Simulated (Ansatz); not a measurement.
Relaxation of a periodic cell of 63 atoms, Si (host Si, host structure diamond, one Si atom removed), cell charge +1, to a largest force component of 0.03 eV/Å in at most 60 steps.

Theory: DFT PBE, scalar-relativistic, plane waves, PAW (Ansatz). Settings: PAW set soft_1, cutoff 420 eV, k mesh 1x1x1, gaussian smearing 0.02 eV, spin collinear.

```xyz
63
Lattice="10.8600 0.0000 0.0000 0.0000 10.8600 0.0000 0.0000 0.0000 10.8600" Properties=species:S:1:pos:R:3
Si 5.430 0.000 0.000
Si 6.787 1.357 1.357
Si 8.145 2.715 0.000
Si 9.502 4.072 1.357
Si 8.145 0.000 2.715
Si 9.502 1.357 4.072
Si 0.000 0.000 0.000
Si 1.357 1.357 1.357
Si 2.715 2.715 0.000
Si 4.072 4.072 1.357
Si 5.430 5.430 0.000
Si 6.787 6.787 1.357
Si 8.145 8.145 0.000
Si 9.502 9.502 1.357
Si 2.715 0.000 2.715
Si 5.430 0.000 5.430
Si 5.430 2.715 2.715
Si 6.787 4.072 4.072
Si 8.145 5.430 2.715
Si 9.502 6.787 4.072
Si 6.787 1.357 6.787
Si 8.145 2.715 5.430
Si 9.502 4.072 6.787
Si 8.145 0.000 8.145
Si 9.502 1.357 9.502
Si 0.000 5.430 0.000
Si 1.357 6.787 1.357
Si 2.715 8.145 0.000
Si 4.072 9.502 1.357
Si 0.000 2.715 2.715
Si 1.357 4.072 4.072
Si 2.715 5.430 2.715
Si 4.072 6.787 4.072
Si 5.430 8.145 2.715
Si 6.787 9.502 4.072
Si 0.000 0.000 5.430
Si 1.357 1.357 6.787
Si 2.715 2.715 5.430
Si 4.072 4.072 6.787
Si 5.430 5.430 5.430
Si 6.787 6.787 6.787
Si 8.145 8.145 5.430
Si 9.502 9.502 6.787
Si 2.715 0.000 8.145
Si 4.072 1.357 9.502
Si 5.430 2.715 8.145
Si 6.787 4.072 9.502
Si 8.145 5.430 8.145
Si 9.502 6.787 9.502
Si 0.000 8.145 2.715
Si 1.357 9.502 4.072
Si 0.000 5.430 5.430
Si 1.357 6.787 6.787
Si 2.715 8.145 5.430
Si 4.072 9.502 6.787
Si 0.000 2.715 8.145
Si 1.357 4.072 9.502
Si 2.715 5.430 8.145
Si 4.072 6.787 9.502
Si 5.430 8.145 8.145
Si 6.787 9.502 9.502
Si 0.000 8.145 8.145
Si 1.357 9.502 9.502
```

Task: Where does it end, and by what steps?

Result: The forces met the threshold. The force dipped under the threshold on the way, but the program's further checks kept it going. Limits of this set-up: coarse k mesh, a typed lattice constant that wasn't relaxed here, charged cell in a uniform background, uncorrected. After 8 steps the energy has fallen by 0.095 eV; Si15 moved furthest, 0.08 Å.

| step | energy less start (eV) | largest force component (eV/Å) | accepted |
| --- | --- | --- | --- |
| 0 | 0.0000 | 0.254 | yes |
| 1 | -0.0696 | 0.090 | yes |
| 2 | -0.0761 | 0.073 | yes |
| 3 | -0.0831 | 0.160 | yes |
| 4 | -0.0685 | 0.120 | no |
| 5 | -0.0928 | 0.037 | yes |
| 6 | -0.0903 | 0.045 | no |
| 7 | -0.0943 | 0.014 | yes |
| 8 | -0.0946 | 0.009 | yes |

```xyz
63
Lattice="10.8600 0.0000 0.0000 0.0000 10.8600 0.0000 0.0000 0.0000 10.8600" Properties=species:S:1:pos:R:3
Si 5.431 -0.001 -0.001
Si 6.754 1.344 1.394
Si 8.126 2.723 0.006
Si 9.489 4.074 1.356
Si 8.138 0.002 2.727
Si 9.504 1.355 4.075
Si 0.014 -0.013 0.014
Si 1.374 1.383 1.374
Si 2.710 2.720 -0.017
Si 4.047 4.056 1.374
Si 5.443 5.416 0.014
Si 6.783 6.794 1.364
Si 8.145 8.145 -0.003
Si 9.496 9.507 1.364
Si 2.744 0.071 2.744
Si 5.400 0.030 5.400
Si 5.359 2.686 2.744
Si 6.754 4.036 4.086
Si 8.126 5.424 2.707
Si 9.515 6.775 4.083
Si 6.780 1.348 6.780
Si 8.138 2.703 5.428
Si 9.496 4.066 6.783
Si 8.145 -0.004 8.145
Si 9.515 1.347 9.515
Si -0.001 5.431 -0.001
Si 1.356 6.801 1.356
Si 2.707 8.164 0.006
Si 4.086 9.536 1.394
Si -0.017 2.720 2.710
Si 1.374 4.056 4.047
Si 2.710 5.447 2.710
Si 4.075 6.786 4.075
Si 5.428 8.152 2.727
Si 6.780 9.510 4.082
Si -0.001 -0.001 5.431
Si 1.394 1.344 6.754
Si 2.744 2.686 5.359
Si 4.086 4.036 6.754
Si 5.431 5.431 5.431
Si 6.791 6.788 6.791
Si 8.145 8.145 5.434
Si 9.502 9.499 6.791
Si 2.727 0.002 8.138
Si 4.075 1.355 9.504
Si 5.428 2.703 8.138
Si 6.783 4.066 9.496
Si 8.145 5.433 8.145
Si 9.507 6.783 9.507
Si 0.006 8.164 2.707
Si 1.394 9.536 4.086
Si 0.014 5.416 5.443
Si 1.364 6.794 6.783
Si 2.727 8.152 5.428
Si 4.082 9.510 6.780
Si 0.006 2.723 8.126
Si 1.356 4.074 9.489
Si 2.707 5.424 8.126
Si 4.083 6.775 9.515
Si 5.434 8.145 8.145
Si 6.791 9.499 9.502
Si -0.003 8.145 8.145
Si 1.364 9.507 9.496
```

Whether the end is a true minimum wasn't checked by a vibrational analysis.

Run time: 93 s on 4 threads of Arm Neoverse V2 (shared host), peak memory 1.6 GiB.
